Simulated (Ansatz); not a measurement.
# LaCuIr4: the cost of one run

Method: DFT PBE, scalar-relativistic, plane waves, PAW, in Ansatz 0.2.0.

### Step 1. The starting structure

It takes space group F-43m (No. 216, cubic). Conventional cell: a = 7.210 Å, b = 7.210 Å, c = 7.210 Å, α = 90.00°, β = 90.00°, γ = 90.00°. Around La (site symmetry -43m) lie 12 Ir at 2.99 Å and 4 Cu at 3.12 Å. Cu (site symmetry -43m) has 12 Ir at 2.99 Å and 4 La at 3.12 Å in its first shell of neighbours. Ir (site symmetry 3m) has 6 Ir at 2.55 Å and 3 Cu at 2.99 Å and 3 La at 2.99 Å in its first shell of neighbours.

Structure file:

```cif
data_structure
_symmetry_space_group_name_H-M 'P 1'
_symmetry_Int_Tables_number 1
_cell_length_a 5.0985
_cell_length_b 5.0985
_cell_length_c 5.0985
_cell_angle_alpha 60.000
_cell_angle_beta 60.000
_cell_angle_gamma 60.000
_cell_volume 93.71
loop_
_atom_site_label
_atom_site_type_symbol
_atom_site_fract_x
_atom_site_fract_y
_atom_site_fract_z
_atom_site_occupancy
La1 La 0.00000 0.00000 0.00000 1
Cu1 Cu 0.75000 0.75000 0.75000 1
Ir1 Ir 0.87483 0.37506 0.37506 1
Ir2 Ir 0.37506 0.37506 0.37506 1
Ir3 Ir 0.37506 0.87483 0.37506 1
Ir4 Ir 0.37506 0.37506 0.87483 1
```

A structure generator made this guess: species swapped into a database cell of YbCu4Au (F-43m, No. 216), with La on the Yb sites, Ir on the Cu sites and Cu on the Au sites. Its size is a rough estimate.

### Step 2. Probe: one point on a coarse mesh

Input file input.yaml:

```yaml
crystal:
  lattice:
    - [0.0, 3.60515414, 3.60515414]
    - [3.60515414, 0.0, 3.60515414]
    - [3.60515414, 3.60515414, 0.0]
  atoms:
    - { symbol: La, position: [0.0, 0.0, 0.0] }
    - { symbol: Cu, position: [0.75, 0.75, 0.75] }
    - { symbol: Ir, position: [0.87482896, 0.37505701, 0.37505701] }
    - { symbol: Ir, position: [0.37505701, 0.37505701, 0.37505701] }
    - { symbol: Ir, position: [0.37505701, 0.87482896, 0.37505701] }
    - { symbol: Ir, position: [0.37505701, 0.37505701, 0.87482896] }
basis:
  ecutwfc: 420
kpoints:
  mp_grid: { grid: [4, 4, 4] }
hamiltonian:
  xc: pbe
scf:
  occupations: { method: gaussian, width: 0.1 }
  lower_state_search: "off"
output:
  forces: true
  stress: true
  eigenvalues: true
```

On the command line:

```bash
ansatz run input.yaml --threads 1 --pin off --max-ram 2560MiB --backend cpu --events-out ev --progress --plain --runs-dir out
```

What time and memory should one allow on 1 thread of Intel Xeon 6975P-C (Granite Rapids), shared host?

About 2.4 s, with a peak of 0.44 GiB.
